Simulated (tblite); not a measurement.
# C5H10OSeSi: the cost of one run

Computed with tblite 0.8.0 and PySCF 2.14.0, with density-fitted response routines of our own, on a single molecule in the gas phase. Atoms count from 0, in the outputs and in this text.

### 1 The molecule as given

18 atoms, charge 0, multiplicity 1; geometry from: force field or distance geometry start.

Bonds of the start (Å): C0–C1 1.50, C1–O2 1.20, C1–C3 1.51, C3–C4 1.54, C4–Si5 1.86, Si5–C6 1.87, Si5–Se7 2.24, Se7–C3 1.97, C0–H8 1.11, C0–H9 1.12, C0–H10 1.11, C3–H11 1.13, C4–H12 1.11, C4–H13 1.11, Si5–H14 1.47, C6–H15 1.12, C6–H16 1.10, C6–H17 1.10.

### 2 Geometry optimisation with GFN2-xTB

What the job is given:

```
{"job": {"kind": "relax", "xc": "GFN2-xTB", "basis": "xTB"}, "charge": 0, "multiplicity": 1}
C     -2.996900     0.533100     0.978400
C     -1.929300     0.471000    -0.067500
O     -2.104500     0.983300    -1.143900
C     -0.618900    -0.228200     0.213000
C      0.598100     0.699800     0.091300
Si     1.490300    -0.216000    -1.254700
C      3.057900    -1.017300    -0.626800
Se    -0.256300    -1.612300    -1.134300
H     -3.917500     0.041000     0.593600
H     -3.236400     1.597300     1.212000
H     -2.703400     0.027800     1.917000
H     -0.622600    -0.716400     1.226800
H      1.195300     0.730200     1.027200
H      0.339500     1.725500    -0.257800
H      1.600500     0.527500    -2.519000
H      2.842100    -1.543700     0.343600
H      3.424300    -1.747700    -1.369900
H      3.829000    -0.248700    -0.454100
```

On the command line:

```bash
$ OMP_NUM_THREADS=1 python probes_run.py task.json out
```

This one command runs all jobs of the session in turn.

Q: Estimate the wall time of this first job on 1 thread of Arm Neoverse N1, shared host.

About 3.5 s.
